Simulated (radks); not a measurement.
# Rh⁺ in [Ar] 3d10 4s1.75 4p6 4d8 5s0.25: an all-electron calculation

One table from this session's results is given with a row withheld; the runs are named, their logs left out.

Method: Dirac Kohn-Sham, BLYP, spin-unpolarised, spherical densities, finite nucleus; open shells fill j = l - 1/2 first. Code: radks (a radial shooting solver on a logarithmic mesh, Libxc functionals) version 1.

### Starting point

| Property | Result |
| --- | --- |
| element | rhodium (Z = 45) |
| charge | +1 |
| electrons | 44 |
| configuration | [Ar] 3d10 4s1.75 4p6 4d8 5s0.25 |
| nuclear rms radius | 4.4945 fm |

The first run:

Input:

```text
Z 45
configuration [Ar] 3d10 4s1.75 4p6 4d8 5s0.25 5p0 6s0
relativity Dirac
functional b88,lyp
spin unpolarised
j_filling energy
nucleus finite rms 4.4945 fm
c 137.035999084
```

Started as:

```sh
$ python run_ks.py task.json out
```

This one command runs every case of the session in turn.

One table of the session follows, with a row left open; its other results are not shown here.

It belongs to the step «Shells». From the orbitals of this run (lengths in bohr):

```
level     <r>  outermost maximum (interpolated)  90 % within  nodes
1s1/2       ?                                 ?            ?      ?
2s1/2  0.1416                             0.120        0.219      1
2p1/2  0.1203                            0.0929        0.197      0
2p3/2  0.1252                            0.0970        0.204      0
3s1/2  0.3905                             0.352        0.576      2
3p1/2  0.3831                             0.338        0.578      1
3p3/2  0.3939                             0.348        0.594      1
3d3/2  0.3684                             0.290        0.585      0
3d5/2  0.3719                             0.292        0.590      0
4s1/2  0.9781                             0.880         1.42      3
4p1/2   1.057                             0.926         1.57      2
4p3/2   1.088                             0.951         1.61      2
4d3/2   1.512                              1.13         2.44      1
4d5/2   1.533                              1.14         2.48      1
5s1/2   2.942                              2.50         4.35      4
5p1/2   3.729                              3.12         5.58      3
5p3/2   3.834                              3.21         5.73      3
```

Estimate the missing values for 1s1/2.

**Answer.** <r>: 0.03263; outermost maximum (interpolated): 0.0212; 90 % within: 0.0585; nodes: 0. In the column «<r>» it is the lowest.
